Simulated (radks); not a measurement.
# The first electron to leave W⁶⁺

Aim: remove one electron from each of the outer sub-shells of W⁶⁺ ([Xe] 4f14) in turn, let the ion relax, and find the cheapest removal. The parent's configuration is the lowest that an earlier search found at this level.

Method: scalar-relativistic Kohn-Sham, PBE, spin-polarised, spherical densities, finite nucleus; open shells are filled with parallel spins first. Code: radks (a radial shooting solver on a logarithmic mesh, Libxc functionals) version 1.

5 further runs of the same task are left out: 5 set aside as unsound or not needed.

### 1 The atom as given

- element: tungsten (Z = 74)
- charge: +6
- electrons: 68
- configuration: [Xe] 4f14
- nuclear rms radius: 5.3658 fm

Outer shells as boxes (Hund's rule):

W⁶⁺
```
[Xe] core
4f [↑↓][↑↓][↑↓][↑↓][↑↓][↑↓][↑↓]
```

### 2 The parent, W⁶⁺

From an earlier run at this level the parent has E = -16132.596863 hartree and these outer levels (eV):

```tsv
level	occupation	energy (eV)
3p	6	-2393.1
3d	10	-1880.8
4s	2	-645.93
4p	6	-499.94
4d	10	-314.69
5s	2	-153.55
5p	6	-116.06
4f	14	-109.19
```

### 3 Remove 4f: [Xe] 4f13

Settings of this run:

```text
Z 74
configuration [Xe] 4f13
relativity scalar-relativistic
functional pbe,pbe
spin polarised
nucleus finite rms 5.3658 fm
c 137.035999084
```

### 4 Remove 5p: [Kr] 4d10 4f14 5s2 5p5

Input: that of step 3 with these lines changed.

```diff
@@ -1,3 +1,3 @@
 Z 74
-configuration [Xe] 4f13
+configuration [Kr] 4d10 4f14 5s2 5p5
 relativity scalar-relativistic
```

### 5 Remove 5s: [Kr] 4d10 4f14 5s1 5p6

Settings of this run:

```text
Z 74
configuration [Kr] 4d10 4f14 5s1 5p6
relativity scalar-relativistic
functional pbe,pbe
spin polarised
nucleus finite rms 5.3658 fm
c 137.035999084
```

### 6 Remove 4d: [Kr] 4d9 4f14 5s2 5p6

Settings of this run:

```text
Z 74
configuration [Kr] 4d9 4f14 5s2 5p6
relativity scalar-relativistic
functional pbe,pbe
spin polarised
nucleus finite rms 5.3658 fm
c 137.035999084
```

Q: Predict the outcome of this session. Wanted: for each run, case; final configuration; Δ-SCF; −ε of the level emptied.

As calculated:

```tsv
case	final configuration	Δ-SCF (eV)	−ε of the level emptied (eV)
remove 4f	[Xe] 4f13	122.97	109.19
remove 5p	[Kr] 4d10 4f14 5s2 5p5	124.78	116.06
remove 5s	[Kr] 4d10 4f14 5s1 5p6	163.20	153.55
remove 4d	[Kr] 4d9 4f14 5s2 5p6	329.20	314.69
```

**Reading.** The 4f electron leaves first, at 122.97 eV; the next cheapest, 5p, costs 124.78 eV. 4f is also the highest occupied level of the parent. NIST lists 122.0 eV (semi-empirical), between the same two configurations. Open shells are spherical and high-spin; term and fine-structure splittings are not resolved. Spin-orbit splitting is averaged out at the scalar-relativistic level.
